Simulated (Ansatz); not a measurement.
**TiHO (doublet): wave-function methods side by side, def2-QZVPP**

An exercise on one series of results from a longer session: the logs are not shown, and one member is left open.

Method: def2-QZVPP, core rule «outside noble gas», up to 10 orbitals frozen; program: Ansatz 0.2.0, Gaussian basis.

To be run: UHF; ROHF; CCSD(T) on UHF.

2 further runs of the same task are left out: 2 set aside as unsound or not needed.

## What is computed

The geometry is a PBE0/def2-TZVP stationary point (not a proven minimum).

3 atoms, charge 0, spin multiplicity 2.

Atoms are counted from 1 here; the program's logs count them from 0.

Bond lengths: Ti1–O2 1.607 Å, Ti1–H3 1.793 Å. Angles: O2–Ti1–H3 119.4°.

Set-up of the first run:

in.yaml reads:

```yaml
crystal:
  periodic: [false, false, false]
  atoms:
    - {symbol: Ti, position_ang: [0.000000, -0.075060, 0.375924]}
    - {symbol: O, position_ang: [0.000000, 0.139135, -1.216428]}
    - {symbol: H, position_ang: [0.000000, 1.356032, 1.456176]}
basis:
  gaussian: {orbitals: "def2-QZVPP.json"}
magnetization: {spin_polarized: true, initial_magnetization: 1}
hamiltonian: {xc: hf}
output: {orbitals: {seedname: orbitals}}
```

The run is started by

```console
> ansatz run in.yaml --threads 1 --pin off --events-out ev --progress --plain --max-ram 2560MiB --backend cpu
```

Among the steps run: UHF; ROHF; CCSD(T) on UHF.

One of the session's tables, all rows but one given; the rest of the session is left out.

It belongs to the step «Misses and costs». 

```
  method  from UCCSD(T) (kcal/mol)
    ROHF                   +261.35
     UHF                         ?
    UMP2                     +8.77
   UCCSD                    +18.54
UCCSD(T)                         0
```

**Question.** Estimate the row for UHF.

The run gave: from UCCSD(T) (kcal/mol): +258.74. In the column «from UCCSD(T) (kcal/mol)» it lies between UCCSD (+18.54) and ROHF (+261.35).

Limits of these values: Warnings: coupled cluster took another determinant than the lowest.
